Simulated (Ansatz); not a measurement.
**Br− with H₂O: structure and interaction energy**

How do Br− and H₂O sit together, how strongly do they interact, and which methods get it right?

Method: PBE0-D4 structure, single points in def2-TZVPPD; program: Ansatz 0.2.0, Gaussian basis.

Levels: PBE-D4, revPBE-D4, BLYP-D4, r2SCAN-D4, B97M-V, PBE0-D4, B3LYP-D4, HSE06-D4, wB97X-V, wB97M-V, B2PLYP, Hartree-Fock, MP2, CCSD, CCSD(T). The reference is CCSD(T) extrapolated to the basis limit. For elements past Ar these valence bases correlate outer-core shells poorly and lack relativity, so that limit is rough.

Correlated methods freeze the cores. Filled d shells of the heavier atoms are correlated. B3LYP uses VWN-RPA correlation. B2PLYP carries no dispersion term here.

163 further runs of the same task are left out: 163 set aside as unsound or not needed.

## 1. The system as given

The pair, from a GFN2-xTB docking trial: 4 atoms, charge -1, spin multiplicity 1.

Atoms are counted from 1 here; the program's logs count them from 0.

Bond lengths: O2–H3 0.980 Å, O2–H4 0.957 Å. Angles: H3–O2–H4 102.3°.

Coordinates:

```xyz
4
BrH2O
Br    0.0328    0.1698   -2.1957
O     0.0359    0.1738    1.0615
H     0.1141    0.4132    0.1145
H    -0.1827   -0.7568    1.0197
```

Atoms 1 to 1 are fragment A (Br−), the rest fragment B (H₂O).

## 2. A first relaxation in a small basis

Contents of pre/in.yaml:

```yaml
crystal:
  periodic: [false, false, false]
  atoms:
    - {symbol: Br, position_ang: [0.032800, 0.169800, -2.195700]}
    - {symbol: O, position_ang: [0.035900, 0.173800, 1.061500]}
    - {symbol: H, position_ang: [0.114100, 0.413200, 0.114500]}
    - {symbol: H, position_ang: [-0.182700, -0.756800, 1.019700]}
basis:
  gaussian: {orbitals: def2-SVPD}
total_charge: -1
hamiltonian: {xc: pbe, dispersion: d4}
relax: {f_tol: 0.03, max_steps: 250}
```

Run with:

```console
$ ansatz run in.yaml --threads 2 --pin off --events-out ev --progress --plain --max-ram 5222MiB
```

The runs that follow: Relaxation at PBE0-D4; wB97X-V/def2-TZVPPD; wB97M-V/def2-TZVPPD; B2PLYP/def2-TZVPPD; B97M-V/def2-TZVPPD; CCSD(T)/def2-TZVPPD; MP2/def2-QZVPPD; Vibrations of the pair.

Before running it: what results should come out? Wanted: interaction energy, CCSD(T)/CBS; of it Hartree-Fock; D4 term of PBE0-D4; shortest contact; lowest wavenumber.

As calculated:

| quantity | value |
| --- | --- |
| interaction energy, CCSD(T)/CBS | -56.06 kJ/mol |
| of it Hartree-Fock (basis limit) | -42.90 kJ/mol |
| D4 term of PBE0-D4 | -2.24 kJ/mol |
| shortest contact | Br1–H3 2.33 Å |
| lowest wavenumber | 162 cm⁻¹ |

What this shows: The pair is bound by 56.06 kJ/mol at fixed fragment shapes. Hartree-Fock gives 77 % of it, so electrostatics, induction and charge transfer lead. Among the functionals wB97X-V lands nearest to CCSD(T)/CBS (-0.08 kJ/mol) and PBE-D4 farthest (-3.83 kJ/mol). Mean unsigned error by rung: GGA 1.49, meta-GGA 1.85, hybrid 1.57, screened hybrid 2.71, range-separated hybrid 0.19, double hybrid 3.03 kJ/mol. PBE-D4 gives an interaction energy 3.83 kJ/mol too low, an error of 7 % of the reference. CCSD(T) moves by -3.79 kJ/mol from triple zeta to the limit; gaps between functionals far smaller than that don't rank them. A lower arrangement may exist.
